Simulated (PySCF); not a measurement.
# GeH9NSi2: the cost of one run

Programs: PySCF 2.14.0, with density-fitted response routines of our own. Each step states its level of theory. These are calculated values for one molecule in the gas phase, unless marked as measured. Atoms count from 0, in the outputs and in this text.

## 1. Starting geometry

13 atoms, charge 0, multiplicity 1; geometry from: GFN2-xTB. The atoms were then displaced at random by about 0.01 Å, so the start is not that level's minimum.

Bonds of the start (Å): N0–Si1 1.70, Si1–Si2 2.30, Si2–Ge3 2.38, N0–H4 1.02, N0–H5 1.04, Si1–H6 1.47, Si1–H7 1.45, Si2–H8 1.45, Si2–H9 1.49, Ge3–H10 1.52, Ge3–H11 1.48, Ge3–H12 1.52.

## 2. Optimising the geometry at PBE0-D3(BJ)/def2-SVP

What the job is given:

```
{"job": {"xc": "PBE0", "basis": "def2-SVP", "d3": "d3bj", "grid": 1, "shake": 0.01, "kind": "geom"}, "charge": 0, "multiplicity": 1}
N     -1.674020     0.896980    -0.175470
Si    -1.582580    -0.802640    -0.229800
Si     0.671480    -1.173930    -0.483430
Ge     1.951740     0.759910     0.029630
H     -1.195380     1.466610    -0.869230
H     -2.585910     1.362420     0.011890
H     -2.386040    -1.431810    -1.281620
H     -2.146930    -1.217650     1.042910
H      1.061410    -1.565000    -1.822520
H      1.187200    -2.264250     0.384120
H      1.514630     1.439820     1.318360
H      3.416100     0.628070     0.186020
H      1.774130     1.884580    -0.982410
```

Command:

```sh
$ OMP_NUM_THREADS=1 python probes_run.py task.json out
```

The driver reads the jobs from task.json and runs them one after another.

Q: Estimate the wall time and peak memory of this first job on 1 thread of Arm Neoverse V1, shared host.

About 72 s, with a peak of 0.5 GiB.
